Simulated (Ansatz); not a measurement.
**CH2Os+ (doublet): geometry and frequencies at several levels**

The task here is to estimate one member of a computed series from the others.

Computed with Ansatz 0.2.0 (the levels named in each step, unless a step's input says otherwise).

**Starting point**

Bond lengths: C1–Os2 1.777 Å, C1–H3 1.091 Å, Os2–H4 1.543 Å. Angles: C1–Os2–H4 88.3°, Os2–C1–H3 176.1°.

As a file:

```xyz
4

C    -1.5001    0.0153    0.7062
Os    0.1042    0.0025   -0.0576
H    -2.4535   -0.0088    1.2351
H     0.6597   -0.6522    1.2248
```

Set-up of the first run:

File input.yaml:

```yaml
crystal:
  periodic: [false, false, false]
  atoms:
    - { symbol: C, position_ang: [-1.4561548, 0.00834856, 0.70083676] }
    - { symbol: Os, position_ang: [0.04679004, 0.01548559, -0.05994177] }
    - { symbol: H, position_ang: [-2.43555391, -0.00716239, 1.22237579] }
    - { symbol: H, position_ang: [0.65522866, -0.65989176, 1.24518923] }
magnetization:
  spin_polarized: true
  initial_magnetization: 1
total_charge: 1
basis:
  gaussian: { orbitals: def2-TZVPP }
hamiltonian:
  xc: pbe0
  dispersion: d4
relax:
  f_tol: 0.002
  max_steps: 150
```

The run is started by

```sh
ansatz run input.yaml --threads 2 --pin off --max-ram 5120MiB --backend cpu --events-out ev --progress --plain --runs-dir out
```

Among the steps run: Relaxation, PBE0-D4/def2-TZVPP; Frequencies, PBE0-D4/def2-TZVPP; Relaxation, PBE-D4/def2-TZVPP; Frequencies, PBE-D4/def2-TZVPP; Relaxation, r2SCAN-D4/def2-TZVPP; Frequencies, r2SCAN-D4/def2-TZVPP; Relaxation, B3LYP-D4/def2-TZVPP; Frequencies, B3LYP-D4/def2-TZVPP; Relaxation, B2PLYP/def2-TZVPP.

One table of the session follows, with a row left open; its other results are not shown here.

It belongs to the step «Geometries side by side». 

```
               level  C1–Os2 (Å)  highest frequency (cm⁻¹)
  PBE0-D4/def2-TZVPP      1.6617                      3195
   PBE-D4/def2-TZVPP      1.6762                      3114
r2SCAN-D4/def2-TZVPP      1.6688                      3179
 B3LYP-D4/def2-TZVPP           ?                         ?
   B2PLYP/def2-TZVPP      1.6624                         -
```

Q: Estimate the row for B3LYP-D4/def2-TZVPP from the others.

The run gave: C1–Os2 (Å): 1.6720; highest frequency (cm⁻¹): 3184. In the column «C1–Os2 (Å)» it lies between r2SCAN-D4/def2-TZVPP (1.6688) and PBE-D4/def2-TZVPP (1.6762).
